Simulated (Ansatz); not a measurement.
**HgPd: properties at the relaxed cell**

One table from this session's results is given with a row withheld; the runs are named, their logs left out.

Method: DFT r2SCAN, scalar-relativistic, plane waves, PAW, in Ansatz 0.2.0.

## The starting structure

The structure is tetragonal, space group P4/mmm (No. 123). Conventional cell: a = 3.043 Å, b = 3.043 Å, c = 3.775 Å, α = 90.00°, β = 90.00°, γ = 90.00°. Hg (site symmetry 4/mmm) has 8 Pd at 2.86 Å and 4 Hg at 3.04 Å in its first shell of neighbours. Around Pd (site symmetry 4/mmm) lie 8 Hg at 2.86 Å and 4 Pd at 3.04 Å.

Structure file:

```cif
data_structure
_symmetry_space_group_name_H-M 'P4/mmm'
_symmetry_Int_Tables_number 123
_cell_length_a 3.0430
_cell_length_b 3.0430
_cell_length_c 3.7752
_cell_angle_alpha 90.000
_cell_angle_beta 90.000
_cell_angle_gamma 90.000
_cell_volume 34.96
loop_
_atom_site_label
_atom_site_type_symbol
_atom_site_symmetry_multiplicity
_atom_site_Wyckoff_symbol
_atom_site_fract_x
_atom_site_fract_y
_atom_site_fract_z
_atom_site_occupancy
Hg1 Hg 1 a 0.00000 0.00000 0.00000 1
Pd1 Pd 1 d 0.50000 0.50000 0.50000 1
```

It is the result of an earlier relaxation at this level (volume 17.48 Å³/atom; gap on the mesh: none (metal)).

The first run:

The input, input.yaml:

```yaml
crystal:
  lattice:
    - [3.0123021025, 0.0, 0.0]
    - [0.0, 3.0123021025, 0.0]
    - [0.0, 0.0, 3.7370563445]
  atoms:
    - { symbol: Hg, position: [0.0, 0.0, 0.0] }
    - { symbol: Pd, position: [0.5, 0.5, 0.5] }
basis:
  ecutwfc: 500
kpoints:
  mp_grid: { grid: [14, 14, 12] }
hamiltonian:
  xc: r2scan
scf:
  occupations: { method: gaussian, width: 0.1 }
output:
  forces: true
  stress: true
  eigenvalues: true
relax:
  adjacent_minimum: "off"
  f_tol: 0.01
  max_steps: 30
  cell: { stress_tol: 0.1, fix: [volume] }
```

The run is started by

```console
$ ansatz run input.yaml --threads 1 --pin off --max-ram 2560MiB --backend cpu --events-out ev --progress --plain --runs-dir out
```

Among the steps run: Volume × 0.97; The cell scaled to 1.03 of its volume; Volume × 0.94; The cell scaled to 1.06 of its volume; Volume × 0.91; Point at V/V0 = 1.10; Point at V/V0 = 0.88.

One of the session's tables, all rows but one given; the rest of the session is left out.

It belongs to the step «Fit of the equation of state». 

| volume (Å³/atom) | energy above the lowest point (meV/atom) | pressure (GPa) |
| --- | --- | --- |
| 15.382 | 135.9 | 23.97 |
| 15.906 | 70.9 | 16.06 |
| 16.431 | 29.3 | 9.61 |
| 16.955 | 6.9 | 4.33 |
| 17.479 | 0.0 | 0.02 |
| 18.004 | ? | ? |
| 18.528 | 22.3 | -6.33 |
| 19.227 | 56.7 | -9.26 |

**Question.** Estimate the row for volume (Å³/atom) = 18.004.

Worked estimate for «energy above the lowest point (meV/atom)». A straight line through the neighbours (17.479, 0.0) and (18.528, 22.3) gives 0.0 + (22.3 − 0.0) × (18.004 − 17.479) / (18.528 − 17.479) = 11.2; a parabola fitted to 4 rows on both sides gives 6.2.

**Answer.** energy above the lowest point (meV/atom): 5.9; pressure (GPa): -3.49. In «energy above the lowest point (meV/atom)» the line misses by +5.3 and the parabola by +0.3.
